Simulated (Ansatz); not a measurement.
**C₂H₆BClO: one species, many methods**

An exercise on one series of results from a longer session: the logs are not shown, and one member is left open.

Method: functionals in def2-TZVPP, the program's frozen cores in correlated methods; program: Ansatz 0.2.0, Gaussian basis.

Plan: LDA (SPW92), PBE-D4, revPBE-D4, BLYP-D4, r2SCAN-D4, B97M-V, PBE0-D4, B3LYP-D4, r2SCANh-D4, r2SCAN0-D4, HSE06-D4, BHLYP-D4, CAM-B3LYP-D4, LC-ωPBE, ωB97X-V, ωB97M-V, B2PLYP, PBE-QIDH; CCSD(T)/def2-SVP; CCSD(T)/def2-TZVPP; MP2/def2-QZVPP; extrapolation to the limit; RPA on PBE.

**The relaxed structure**

All runs share one geometry, relaxed beforehand with PBE0-D4 in a triple-zeta def2 set.

SMILES `CCOBCl`, 11 atoms, charge 0, spin multiplicity 1.

Atoms are counted from 1 here; the program's logs count them from 0.

Bond lengths: C1–C2 1.508 Å, C1–H6 1.092 Å, C1–H7 1.091 Å, C1–H8 1.092 Å, C2–O3 1.425 Å, C2–H9 1.093 Å, C2–H10 1.095 Å, O3–B4 1.333 Å, B4–Cl5 1.757 Å, B4–H11 1.196 Å. Angles: C2–C1–H6 110.0°, C2–C1–H7 110.6°, C2–C1–H8 110.9°, H6–C1–H7 108.5°, H6–C1–H8 108.3°, H7–C1–H8 108.4°, C1–C2–O3 110.1°, C1–C2–H9 110.8°, C1–C2–H10 111.2°, O3–C2–H9 106.7°, O3–C2–H10 109.7°, H9–C2–H10 108.2°, C2–O3–B4 121.7°, O3–B4–Cl5 118.4°, O3–B4–H11 122.8°, Cl5–B4–H11 118.8°.

Set-up of the first run:

The input, in.yaml:

```yaml
crystal:
  periodic: [false, false, false]
  atoms:
    - {symbol: C, position_ang: [-0.327303, -0.639769, 1.365208]}
    - {symbol: C, position_ang: [-0.346009, 0.509080, 0.388975]}
    - {symbol: O, position_ang: [0.796392, 0.448989, -0.460097]}
    - {symbol: B, position_ang: [0.685875, 0.225562, -1.769729]}
    - {symbol: Cl, position_ang: [2.155035, 0.147432, -2.730094]}
    - {symbol: H, position_ang: [-1.171679, -0.559095, 2.053605]}
    - {symbol: H, position_ang: [0.595393, -0.634604, 1.947998]}
    - {symbol: H, position_ang: [-0.400025, -1.596104, 0.843002]}
    - {symbol: H, position_ang: [-0.297005, 1.466196, 0.914161]}
    - {symbol: H, position_ang: [-1.257366, 0.498226, -0.217616]}
    - {symbol: H, position_ang: [-0.368008, 0.077087, -2.314713]}
basis:
  gaussian: {orbitals: def2-TZVPP}
hamiltonian: {xc: lda}
output: {orbitals: {seedname: orbitals}}
```

The run is started by

```bash
$ ansatz run in.yaml --threads 4 --pin off --events-out ev --progress --plain --max-ram 10444MiB
```

Steps of the session up to this table: LDA; PBE-D4 (GGA); revPBE-D4 (GGA); BLYP-D4 (GGA); r2SCAN-D4 (meta-GGA); B97M-V (meta-GGA); PBE0-D4 (hybrid); B3LYP-D4 (hybrid); r2SCANh-D4 (hybrid); r2SCAN0-D4 (hybrid); HSE06-D4 (hybrid); BHLYP-D4 (hybrid); CAM-B3LYP-D4 (range-separated); LC-ωPBE (range-separated); ωB97X-V (range-separated); ωB97M-V (range-separated); B2PLYP (double hybrid); PBE-QIDH (double hybrid).

One of the session's tables, all rows but one given; the rest of the session is left out.

It belongs to the step «Orbital energies across the functionals». 

```
  functional  HOMO (eV)  gap (eV)
 LDA (SPW92)      -7.41      5.89
      PBE-D4      -7.29      6.05
   revPBE-D4      -7.24      6.11
     BLYP-D4      -7.14      6.05
   r2SCAN-D4      -7.63      6.73
      B97M-V      -7.75      6.83
     PBE0-D4      -8.72      8.47
    B3LYP-D4      -8.45      7.97
  r2SCANh-D4      -8.16      7.61
  r2SCAN0-D4      -8.95      8.90
    HSE06-D4      -8.31      7.68
    BHLYP-D4     -10.03     10.78
CAM-B3LYP-D4     -10.13     10.96
     LC-ωPBE     -11.56     13.60
     ωB97X-V          ?         ?
     ωB97M-V     -11.03     12.70
```

Estimate the missing values for ωB97X-V.

As computed: HOMO (eV): -11.19; gap (eV): 13.11. In the column «HOMO (eV)» it lies between LC-ωPBE (-11.56) and ωB97M-V (-11.03).
